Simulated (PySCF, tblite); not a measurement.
# C₆H₁₀N₂Si: geometry, infrared bands, NMR shifts, electronic excitations and core binding energies

Wanted: the infrared bands, NMR shifts, electronic excitations and core binding energies of C₆H₁₀N₂Si (`C=CCc1cncn1[SiH3]`), by calculation.

Computed with tblite 0.8.0 and PySCF 2.14.0, with density-fitted response routines of our own, on a single molecule in the gas phase. Atoms count from 0, in the outputs and in this text.

## 1. The molecule as given

19 atoms, charge 0, multiplicity 1; geometry from: force field or distance geometry start.

Bonds of the start (Å): C0–C1 1.35, C1–C2 1.48, C2–C3 1.50, C3–C4 1.37, C4–N5 1.37, N5–C6 1.31, C6–N7 1.36, N7–Si8 1.76, N7–C3 1.38, C0–H9 1.09, C0–H10 1.08, C1–H11 1.09, C2–H12 1.09, C2–H13 1.10, C4–H14 1.09, C6–H15 1.09, Si8–H16 1.49, Si8–H17 1.48, Si8–H18 1.48.

## 2. Relaxing the molecule with GFN2-xTB

The job: settings as JSON, then the geometry in Å.

```
{"job": {"kind": "relax", "xc": "GFN2-xTB", "basis": "xTB"}, "charge": 0, "multiplicity": 1}
C      2.238700    -1.742900     0.398800
C      1.955900    -0.443100     0.162500
C      1.089100     0.055100    -0.932000
C     -0.054000     0.923500    -0.482800
C     -0.192600     2.290200    -0.512500
N     -1.397500     2.691300     0.001200
C     -1.994400     1.586900     0.370100
N     -1.221200     0.493300     0.109400
Si    -1.742600    -1.147600     0.481200
H      1.812800    -2.531900    -0.214700
H      2.878700    -2.035900     1.215900
H      2.407000     0.301600     0.819600
H      1.705800     0.651000    -1.602500
H      0.701100    -0.770400    -1.546700
H      0.513500     3.023400    -0.903900
H     -2.979200     1.540900     0.845100
H     -3.232700    -1.207900     0.524400
H     -1.229900    -1.570800     1.808400
H     -1.268200    -2.097700    -0.549000
```

On the command line:

```sh
$ OMP_NUM_THREADS=1 python probes_run.py task.json out
```

One launch serves the whole session: the jobs run in the order shown.

**Question.** This job is followed by: GFN2-xTB harmonic vibrations, gas phase; PBE0-D3(BJ)/def2-SVP geometry optimisation, gas phase; GIAO PBE0/pcSseg-1 NMR shielding, non-relativistic, gas phase; TDDFT CAM-B3LYP/def2-SVPD, vertical, gas phase, core orbitals frozen in the response; GIAO KT3/pcSseg-1 NMR shielding, non-relativistic, gas phase; delta-SCF UKS SCAN, pcX-2 on the ionised atom, pcseg-1 elsewhere, spin-free X2C. Predict these results of the whole session: strongest single infrared mode (GFN2-xTB); zero-point energy (GFN2-xTB); point group; rotational constants (main isotopes); 13C shifts against TMS (PBE0/pcSseg-1); 1H shifts against TMS (PBE0/pcSseg-1, means over atoms taken as alike); 15N shifts against NH3 (PBE0/pcSseg-1); 29Si shifts against TMS (PBE0/pcSseg-1); lowest singlet (CAM-B3LYP/def2-SVPD); brightest single state of those computed; lowest triplet; vertical ionisation energy (ΔSCF); C1s binding energies, SCAN/pcX-2; N1s binding energies, SCAN/pcX-2; Si1s binding energies, SCAN/pcX-2; Si2p binding energies, SCAN/pcX-2; range of the shift of N5.

As calculated:

| quantity | value |
| --- | --- |
| strongest single infrared mode (GFN2-xTB) | 2284 cm⁻¹, 278 km/mol |
| zero-point energy (GFN2-xTB) | 90.0 kcal/mol |
| point group | C1 |
| rotational constants (main isotopes) | 2.08, 1.18, 0.80 GHz |
| 13C shifts against TMS (PBE0/pcSseg-1) | 148.0, 146.0, 136.3, 136.2, 126.9, 34.8 ppm |
| 1H shifts against TMS (PBE0/pcSseg-1, means over atoms taken as alike) | 7.24, 7.04, 5.97, 5.67, 5.52, 4.94, 3.49 ppm |
| 15N shifts against NH3 (PBE0/pcSseg-1) | 312.8, 181.5 ppm |
| 29Si shifts against TMS (PBE0/pcSseg-1) | -52.0 ppm |
| lowest singlet (CAM-B3LYP/def2-SVPD) | 5.86 eV (211 nm), f = 0.064 |
| brightest single state of those computed | state 2, 6.15 eV, f = 0.120 |
| lowest triplet | 4.26 eV |
| vertical ionisation energy (ΔSCF) | 8.41 eV |
| C1s binding energies, SCAN/pcX-2 | C6 291.38, C2 291.23, C3 290.85, C1 290.70, C4 290.31, C0 290.30 eV |
| N1s binding energies, SCAN/pcX-2 | N7 405.63, N5 403.99 eV |
| Si1s binding energies, SCAN/pcX-2 | Si8 1847.49 eV |
| Si2p binding energies, SCAN/pcX-2 | Si8 107.83 eV |
| range of the shift of N5 | 288.0 to 312.8 ppm |

What this shows: Over 71 steps the energy fell by 0.200 eV; of the close pairs, Si8–H16 changed most, 1.492 to 1.460 Å (GFN2-xTB). All 51 modes are real, so the xTB geometry is a minimum. The strongest single mode, at 2284 cm⁻¹, moves mainly H18. GFN2-xTB is a fitted tight-binding method: band positions and strengths are rough. Its intensities can rank the bands wrongly. At PBE0/pcSseg-1: Shielding is most anisotropic at N5 (span 504 ppm, paramagnetic term -384 ppm). NICS(1)zz of -29 ppm above the planar ring from C3 marks a diatropic (aromatic) ring current. The first singlet state (HOMO→LUMO 0.86, HOMO→LUMO+1 0.10) lies at 5.86 eV and is bright; of the 10 states computed, the strongest absorption comes from state 2 at 6.15 eV. The lowest triplet lies 1.61 eV below the lowest singlet (triplets in Tamm-Dancoff, singlets in full TDDFT). The C1s levels kept as sound span 1.08 eV, from C0 (terminal =CH2 carbon) up to C6 (aromatic CH between two ring heteroatoms). The N1s levels kept as sound span 1.64 eV, from N5 (pyridine-type nitrogen of an azole) up to N7 (pyrrole-type ring nitrogen). In ppm, N5 moves most: its shift spreads over 24.8 ppm, from 288.0 (KT3/pcSseg-1) to 312.8 (PBE0/pcSseg-1).
